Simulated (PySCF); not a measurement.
# C2H10AlNO (SMILES CO[CH2][AlH2-][NH3+]): levels of theory compared

We compute a comparison of 4 runs (HF/STO-3G, B3LYP/6-31G*, TPSS/6-31G**, B2PLYP/def2-TZVP) of C2H10AlNO. 

The calculation is run with PySCF 2.14.0.

## 1. The structure to begin with

The species is C2H10AlNO (15 atoms), meant as a singlet with charge 0. SMILES: `CO[CH2][AlH2-][NH3+]`. The shape comes from GFN2-xTB, which is rough for such elements, and wasn't checked as a minimum. This is one conformer, not always the lowest.

Bond lengths: C1–O2 1.401 Å, O2–C3 1.465 Å, C3–Al4 2.051 Å, Al4–N5 2.054 Å, C1–H6 1.091 Å, C1–H7 1.100 Å, C1–H8 1.097 Å, C3–H9 1.104 Å, C3–H10 1.104 Å, Al4–H11 1.559 Å, Al4–H12 1.555 Å, N5–H13 1.016 Å, N5–H14 1.033 Å, N5–H15 1.018 Å. Some angles: C1–O2–C3 111.0°, O2–C3–Al4 108.8°, C3–Al4–N5 90.8°, O2–C1–H6 107.4°, O2–C1–H7 110.7°, O2–C1–H8 111.0°, O2–C3–H9 107.0°, O2–C3–H10 103.2°, Al4–C3–H9 122.8°, Al4–C3–H10 108.9°.

## 2. Energy and forces at HF/STO-3G (run 1)

mol.xyz reads:

```xyz
15

C     -0.605510     0.487710     1.744450
O      0.483920     0.867030     0.949520
C      1.243770    -0.304690     0.505890
Al     0.216260    -1.224380    -1.012370
N     -0.547550     0.580130    -1.627060
H     -1.179210     1.389440     1.963910
H     -1.235200    -0.245000     1.218300
H     -0.266650     0.037630     2.685740
H      1.572400    -0.838170     1.414450
H      2.169670     0.136580     0.096190
H     -1.067000    -2.055560    -0.706710
H      1.080530    -1.624470    -2.241940
H     -1.541390     0.704160    -1.797010
H     -0.287420     1.112570    -0.780930
H     -0.036620     0.977020    -2.412430
```

calc.py reads:

```python
import pyscf.grad
from pyscf import gto, scf

mol = gto.M(
    atom='mol.xyz',
    spin=0,
    max_memory=1860,
    verbose=3,
    basis='sto-3g',
)

mf = scf.RHF(mol)
mf.conv_tol = 1e-10
mf.kernel()
if not mf.converged:
    mf = mf.newton().run(mf.mo_coeff, mf.mo_occ)

energy = mf.e_tot
print('E(%s) = %.9f' % ('HF', energy))
grad = mf.Gradients().kernel()
mf.analyze()
```

Started as:

```console
$ OMP_NUM_THREADS=1 python calc.py
```

The log of the run:

```text
converged SCF energy = -447.247081289713
[... 13 lines left out ...]
MO #4   energy= -11.0765297137336  occ= 2
[... 6 lines left out ...]
MO #11  energy= -1.18250456119693  occ= 2
[... 6 lines left out ...]
MO #18  energy= -0.541497837461304 occ= 2
[... 6 lines left out ...]
MO #25  energy= -0.253898231764811 occ= 2
[... 6 lines left out ...]
MO #32  energy= 0.675608875180076  occ= 0
[... 6 lines left out ...]
MO #39  energy= 0.822050865711518  occ= 0
[... 16 lines left out ...]
Dipole moment(X, Y, Z, Debye): -2.13951,  2.73466, -1.57047
```

Run time: 6.6 s. Hardware: 1 thread of Intel Xeon at 2.70GHz, shared host; peak memory 0.12 GiB.

## 3. Energy and forces at B3LYP/6-31G(d) (spherical functions) (run 2)

calc.py reads:

```python
import pyscf.grad
from pyscf import gto, dft

molecule = gto.M(
    atom='''
C       -0.605510       0.487710       1.744450
O        0.483920       0.867030       0.949520
C        1.243770      -0.304690       0.505890
Al       0.216260      -1.224380      -1.012370
N       -0.547550       0.580130      -1.627060
H       -1.179210       1.389440       1.963910
H       -1.235200      -0.245000       1.218300
H       -0.266650       0.037630       2.685740
H        1.572400      -0.838170       1.414450
H        2.169670       0.136580       0.096190
H       -1.067000      -2.055560      -0.706710
H        1.080530      -1.624470      -2.241940
H       -1.541390       0.704160      -1.797010
H       -0.287420       1.112570      -0.780930
H       -0.036620       0.977020      -2.412430
''',
    max_memory=1860,
    verbose=4,
    charge=0,
    spin=0,
    basis='6-31g*',
)

mf = dft.RKS(molecule)
mf.xc = 'b3lyp'
mf.conv_tol = 1e-10
mf.grids.level = 5
mf.kernel()
if not mf.converged:
    mf = mf.newton().run(mf.mo_coeff, mf.mo_occ)

e_final = mf.e_tot
print('E(%s) = %.9f' % ('B3LYP', e_final))
grad = mf.Gradients().kernel()
dip = mf.dip_moment()
pop, q = mf.mulliken_pop()
```

Started as:

```console
$ OMP_NUM_THREADS=1 python calc.py
```

The log of the run:

```text
PySCF version 2.14.0

[... 85 lines left out ...]
converged SCF energy = -454.62956753224
[... 13 lines left out ...]
Dipole moment(X, Y, Z, Debye): -1.81883,  3.29686, -0.69283
[... 110 lines left out ...]
charge of   14H =      0.37397
```

It took 64 s on 1 thread of Intel Xeon at 2.70GHz, shared host; peak memory 0.97 GiB.

## 4. Energy and forces at TPSS/6-31G(d,p) (spherical functions) (run 3)

job.py reads:

```python
import pyscf.grad
from pyscf import gto, dft

molecule = gto.Mole()
molecule.atom = '''
C       -0.605510       0.487710       1.744450
O        0.483920       0.867030       0.949520
C        1.243770      -0.304690       0.505890
Al       0.216260      -1.224380      -1.012370
N       -0.547550       0.580130      -1.627060
H       -1.179210       1.389440       1.963910
H       -1.235200      -0.245000       1.218300
H       -0.266650       0.037630       2.685740
H        1.572400      -0.838170       1.414450
H        2.169670       0.136580       0.096190
H       -1.067000      -2.055560      -0.706710
H        1.080530      -1.624470      -2.241940
H       -1.541390       0.704160      -1.797010
H       -0.287420       1.112570      -0.780930
H       -0.036620       0.977020      -2.412430
'''
molecule.verbose = 3
molecule.max_memory = 1860
molecule.charge = 0
molecule.basis = '6-31g**'
molecule.build()

mf = dft.RKS(molecule)
mf.xc = 'tpss'
mf.grids.level = 5
mf.conv_tol = 1e-10
mf.kernel()
if not mf.converged:
    mf = mf.newton().run(mf.mo_coeff, mf.mo_occ)

e_tot = mf.e_tot
print(f'total energy: {e_tot:.8f} hartree')
grad = mf.Gradients().kernel()
mf.analyze()
```

Started as:

```console
$ OMP_NUM_THREADS=1 python job.py
```

The log of the run:

```text
converged SCF energy = -454.676703829781
[... 28 lines left out ...]
MO #19  energy= -0.376505722106215 occ= 2
[... 20 lines left out ...]
MO #40  energy= 0.236913756220121  occ= 0
[... 20 lines left out ...]
MO #61  energy= 0.859817365882127  occ= 0
[... 20 lines left out ...]
MO #82  energy= 1.92790498111002   occ= 0
[... 20 lines left out ...]
MO #103 energy= 2.55669006401693   occ= 0
[... 20 lines left out ...]
MO #124 energy= 3.50304059256981   occ= 0
[... 16 lines left out ...]
Dipole moment(X, Y, Z, Debye): -1.77871,  3.36854, -0.65537
```

Wall time 2.2 min (1 thread of Intel Xeon at 2.70GHz, shared host); peak memory 1.3 GiB.

## 5. The energy at B2PLYP/def2-TZVP (run 4)

start.xyz reads:

```xyz
15

C     -0.605510     0.487710     1.744450
O      0.483920     0.867030     0.949520
C      1.243770    -0.304690     0.505890
Al     0.216260    -1.224380    -1.012370
N     -0.547550     0.580130    -1.627060
H     -1.179210     1.389440     1.963910
H     -1.235200    -0.245000     1.218300
H     -0.266650     0.037630     2.685740
H      1.572400    -0.838170     1.414450
H      2.169670     0.136580     0.096190
H     -1.067000    -2.055560    -0.706710
H      1.080530    -1.624470    -2.241940
H     -1.541390     0.704160    -1.797010
H     -0.287420     1.112570    -0.780930
H     -0.036620     0.977020    -2.412430
```

calc.py reads:

```python
from pyscf import gto, dft, mp

mol = gto.M(
    atom='start.xyz',
    verbose=3,
    charge=0,
    basis='def2-tzvp',
    max_memory=1860,
)

mf = dft.RKS(mol)
mf.xc = '0.53*HF + 0.47*B88, 0.73*LYP'
mf.conv_tol = 1e-10
mf.grids.level = 5
mf.kernel()
if not mf.converged:
    mf = mf.newton().run(mf.mo_coeff, mf.mo_occ)

pt = mp.MP2(mf, frozen=9).run()
e_final = mf.e_tot + 0.27 * pt.e_corr
print('PT2 part  %.8f' % (0.27 * pt.e_corr))
print(f'total energy: {e_final:.8f} hartree')
dip = mf.dip_moment()
pop, q = mf.mulliken_pop()
```

Started as:

```console
$ OMP_NUM_THREADS=1 python calc.py
```

The log of the run:

```text
converged SCF energy = -454.130508065277
[... 3 lines left out ...]
total energy: -454.42135467 hartree
Dipole moment(X, Y, Z, Debye): -1.82061,  3.05896, -0.76043
[... 237 lines left out ...]
charge of   14H =      0.27182
```

Run time: 5.8 min. Hardware: 1 thread of Intel Xeon at 2.70GHz, shared host; peak memory 1.8 GiB.

## 6. All runs side by side

| run | level | integration grid | task | energy (Eh) | dipole moment (D) | HOMO energy (eV) | LUMO energy (eV) | wall time |
| --- | --- | --- | --- | --- | --- | --- | --- | --- |
| 1 | HF/STO-3G | – | gradient | -447.247081 | 3.81 | -6.91 | 13.08 | 6.6 s |
| 2 | B3LYP/6-31G* (spherical functions) | 5 | gradient | -454.629568 | 3.83 | -5.94 | 0.24 | 64 s |
| 3 | TPSS/6-31G** (spherical functions) | 5 | gradient | -454.676704 | 3.87 | -4.93 | -0.13 | 2.2 min |
| 4 | B2PLYP/def2-TZVP | 5 | energy | -454.421355 | 3.64 | -7.66 | 0.91 | 5.8 min |

## 7. Outcome

| quantity | value |
| --- | --- |
| run 4: total energy | -454.42135 Eh |
| run 4: dipole moment (SCF part) | 3.64 D |
| run 4: HOMO energy (SCF part's orbitals) | -7.66 eV |
| run 4: LUMO energy (SCF part's orbitals) | 0.91 eV |
| run 4: HOMO–LUMO gap (SCF part's orbitals) | 8.57 eV |

The dipole moment (its size) runs from 3.64 D (B2PLYP/def2-TZVP) to 3.87 D (TPSS/6-31G**). The two ends differ in method and basis. A double hybrid's value is that of its SCF part. The HOMO–LUMO gap runs from 4.80 eV (TPSS/6-31G**) to 19.99 eV (HF/STO-3G). Totals of different functionals can't be ranked against each other. In run 1 the basis is minimal, so the values are rough. All runs together took 9.1 min, the longest 5.8 min.
